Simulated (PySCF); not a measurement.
# CH₁₁PSi₃: magnetic properties

One table from this session's results is given with a row withheld; the runs are named, their logs left out.

Programs: PySCF 2.14.0, with routines of our own; each step states its level. All values are computed. Atoms count from 0.

## The system as given

16 atoms, charge 0, multiplicity 1; geometry from: GFN2-xTB.

The first run:

The job: settings as JSON, then the geometry in Å.

```
{"job": {"xc": "PBE0", "basis": "def2-SVP", "d3": "d3bj", "grid": 1, "kind": "geom"}, "charge": 0, "multiplicity": 1}
Si    -2.069845    -0.633645    -0.157694
C     -0.787550    -0.201037     1.179649
Si     0.880550     0.540778     0.586297
Si     2.142889    -0.972631    -0.645774
P      0.581402     2.476289    -0.531442
H     -2.422709     0.569487    -0.915897
H     -1.510618    -1.642751    -1.059881
H     -3.278529    -1.156420     0.484805
H     -1.247243     0.501175     1.877613
H     -0.569830    -1.099799     1.757826
H      1.581803     0.998059     1.807570
H      1.429207    -1.512930    -1.807004
H      3.386151    -0.388514    -1.151096
H      2.521590    -2.118047     0.185365
H     -0.652133     2.757620     0.021812
H      0.007264     1.891311    -1.643558
```

Command:

```sh
$ OMP_NUM_THREADS=1 python excited_run.py task.json out
```

This one command runs all jobs of the session in turn.

Steps of the session up to this table: Optimising the geometry at PBE0-D3(BJ)/def2-SVP; Magnetic properties: GIAO PBE0/pcSseg-1; Magnetic properties: GIAO B97-2/pcSseg-1; Magnetic properties: GIAO B3LYP/ANO-RCC-VDZP; Magnetic properties: GIAO B3LYP/STO-3G; Magnetic properties: GIAO B3LYP/pcseg-1; Magnetic properties: GIAO B3LYP/def2-SVP.

One table of the session follows, with a row left open; its other results are not shown here.

```
                  level  gap (eV)
     GIAO PBE0/pcSseg-1      7.50
    GIAO B97-2/pcSseg-1         ?
GIAO B3LYP/ANO-RCC-VDZP      6.84
      GIAO B3LYP/STO-3G      9.45
     GIAO B3LYP/pcseg-1      7.11
    GIAO B3LYP/def2-SVP      7.22
```

Q: Estimate the row for GIAO B97-2/pcSseg-1 from the others.

As computed: gap (eV): 7.28. In the column «gap (eV)» it lies between GIAO B3LYP/def2-SVP (7.22) and GIAO PBE0/pcSseg-1 (7.50).

Caveats from the session: GIAO B3LYP/STO-3G has a minimal basis, so it is left out of the spread where two other levels stand. Vibrational averaging and real surroundings are missing from these values.
